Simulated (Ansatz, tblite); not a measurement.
**C20H13F3O2S2: a ladder of methods and basis sets**

One table from this session's results is given with a row withheld; the runs are named, their logs left out.

Method: as each input shows; program: Ansatz 0.2.0, Gaussian basis.

The runs, in order: GFN1-xTB, GFN2-xTB, PBE-D4/def2-TZVP, r2SCAN-D4/def2-TZVP, BLYP-D4/def2-TZVP, LDA/def2-TZVP, revPBE-D4/def2-TZVP, PBE-D4/def2-SVP, PBE0-D4/def2-SVP, HF/6-31G, B3LYP-D4/6-31G, MP2/def2-SVP, RPA/def2-SVP.

### The structure

The singlet was relaxed beforehand with r2SCAN-D4/def2-SVP.

SMILES `O=C([O-])C(F)(F)F.c1ccc([S+]2c3ccccc3Sc3ccccc32)cc1`, 40 atoms, charge 0, spin multiplicity 1.

Bond lengths: O1–C2 1.228 Å, C2–O3 1.275 Å, C2–C4 1.550 Å, C4–F5 1.350 Å, C4–F6 1.347 Å, C4–F7 1.337 Å, C8–C9 1.400 Å, C8–C27 1.398 Å, C8–H28 1.094 Å, C9–C10 1.396 Å, C9–H29 1.094 Å, C10–C11 1.399 Å, C10–H30 1.094 Å, C11–S12 1.797 Å, C11–C26 1.397 Å, S12–C13 1.846 Å, S12–C25 1.800 Å, C13–C14 1.400 Å and more. Angles: O1–C2–O3 128.9°, O1–C2–C4 119.2°, O3–C2–C4 112.0°, C2–C4–F5 110.5°, C2–C4–F6 111.1°, C2–C4–F7 112.6°, F5–C4–F6 107.2°, F5–C4–F7 107.6°, F6–C4–F7 107.6°, C9–C8–C27 120.3°, C9–C8–H28 119.8°, C27–C8–H28 119.9°, C8–C9–C10 120.1°, C8–C9–H29 120.3°, C10–C9–H29 119.6°, C9–C10–C11 118.8°, C9–C10–H30 120.7°, C11–C10–H30 120.5° and more.

PBE0-D4/def2-TZVP was run before; its log isn't repeated, and its numbers join the tables.

The first run:

Tight binding, by tblite at 300 K electronic temperature and without a spin-polarisation term:

```python
tblite.interface.Calculator('GFN1-xTB', numbers, positions, charge=0, uhf=0).singlepoint()
```

Tight binding, by tblite at 300 K electronic temperature and without a spin-polarisation term:

```python
tblite.interface.Calculator('GFN2-xTB', numbers, positions, charge=0, uhf=0).singlepoint()
```

start.molden holds the orbitals of an earlier run on this state, given as this run's starting guess.

in.yaml

```yaml
crystal:
  periodic: [false, false, false]
  atoms:
    - {symbol: O, position_ang: [-2.157542, -2.038694, -1.369130]}
    - {symbol: C, position_ang: [-2.706862, -0.942284, -1.438083]}
    - {symbol: O, position_ang: [-2.313833, 0.179429, -0.977425]}
    - {symbol: C, position_ang: [-4.073332, -0.825975, -2.160555]}
    - {symbol: F, position_ang: [-5.031814, -0.428659, -1.297259]}
    - {symbol: F, position_ang: [-4.022992, 0.087758, -3.148915]}
    - {symbol: F, position_ang: [-4.469424, -1.983526, -2.699318]}
    - {symbol: C, position_ang: [-0.482613, 4.066811, 1.240082]}
    - {symbol: C, position_ang: [0.709576, 3.440244, 0.858545]}
    - {symbol: C, position_ang: [0.726143, 2.070579, 0.589139]}
    - {symbol: C, position_ang: [-0.466192, 1.346946, 0.704292]}
    - {symbol: S, position_ang: [-0.508175, -0.427513, 0.422892]}
    - {symbol: C, position_ang: [0.842754, -0.929139, 1.575875]}
    - {symbol: C, position_ang: [1.112728, -0.233039, 2.760021]}
    - {symbol: C, position_ang: [1.957053, -0.795234, 3.720397]}
    - {symbol: C, position_ang: [2.531115, -2.051469, 3.501074]}
    - {symbol: C, position_ang: [2.269594, -2.745296, 2.319727]}
    - {symbol: C, position_ang: [1.412055, -2.194108, 1.355047]}
    - {symbol: S, position_ang: [1.040962, -3.150088, -0.091116]}
    - {symbol: C, position_ang: [1.017365, -1.883538, -1.326626]}
    - {symbol: C, position_ang: [1.608796, -2.141249, -2.571619]}
    - {symbol: C, position_ang: [1.555598, -1.181405, -3.581874]}
    - {symbol: C, position_ang: [0.928782, 0.048770, -3.357055]}
    - {symbol: C, position_ang: [0.335178, 0.319889, -2.123639]}
    - {symbol: C, position_ang: [0.384899, -0.651774, -1.123652]}
    - {symbol: C, position_ang: [-1.668624, 1.958449, 1.067427]}
    - {symbol: C, position_ang: [-1.665143, 3.328346, 1.343881]}
    - {symbol: H, position_ang: [-0.489802, 5.140259, 1.449820]}
    - {symbol: H, position_ang: [1.633294, 4.018804, 0.769231]}
    - {symbol: H, position_ang: [1.653843, 1.569726, 0.298800]}
    - {symbol: H, position_ang: [0.653415, 0.741485, 2.942538]}
    - {symbol: H, position_ang: [2.160603, -0.248335, 4.644950]}
    - {symbol: H, position_ang: [3.194939, -2.491718, 4.250268]}
    - {symbol: H, position_ang: [2.730977, -3.718421, 2.129245]}
    - {symbol: H, position_ang: [2.108507, -3.099711, -2.734931]}
    - {symbol: H, position_ang: [2.011682, -1.395359, -4.552411]}
    - {symbol: H, position_ang: [0.879205, 0.797285, -4.152114]}
    - {symbol: H, position_ang: [-0.213830, 1.247335, -1.953741]}
    - {symbol: H, position_ang: [-2.589617, 1.373508, 1.088838]}
    - {symbol: H, position_ang: [-2.599268, 3.820913, 1.627375]}
basis:
  gaussian: {orbitals: def2-TZVP, fitting: {mean_field: def2-universal-jkfit}, initial_orbitals: start.molden}
hamiltonian: {xc: pbe, dispersion: d4}
scf: {omitted_lower_state_checks: [starts]}
output: {forces: true, orbitals: {seedname: orbitals}}
```

On the command line:

```sh
$ ansatz run in.yaml --threads 2 --pin off --events-out ev --progress --plain --max-ram 20480MiB --backend cuda --devices 0, --max-vram 18GiB
```

Among the steps run: PBE-D4/def2-TZVP; r2SCAN-D4/def2-TZVP; BLYP-D4/def2-TZVP; LDA/def2-TZVP; revPBE-D4/def2-TZVP; PBE-D4/def2-SVP; PBE0-D4/def2-SVP; HF/6-31G; B3LYP-D4/6-31G; MP2/def2-SVP; RPA/def2-SVP.

One of the session's tables, all rows but one given; the rest of the session is left out.

It belongs to the step «Binding energy». 

| level | binding an atom (eV) |
| --- | --- |
| HF/6-31G | ? |
| HF/def2-SVP | 3.646 |
| LDA/def2-TZVP | 5.979 |
| PBE-D4/def2-SVP | 5.388 |
| PBE-D4/def2-TZVP | 5.303 |
| revPBE-D4/def2-TZVP | 5.154 |
| BLYP-D4/def2-TZVP | 5.092 |
| r2SCAN-D4/def2-TZVP | 5.110 |
| B3LYP-D4/6-31G | 4.843 |
| PBE0-D4/def2-SVP | 5.232 |
| PBE0-D4/def2-TZVP | 5.152 |
| MP2/def2-SVP | 5.010 |

Estimate the missing values for HF/6-31G.

The run gave: binding an atom (eV): 3.238. In the column «binding an atom (eV)» it is the lowest.

Caveats from the session: Free atoms were run apart at each level; binding is atoms less cluster, divided by the number of atoms, without zero-point or spin-orbit terms.
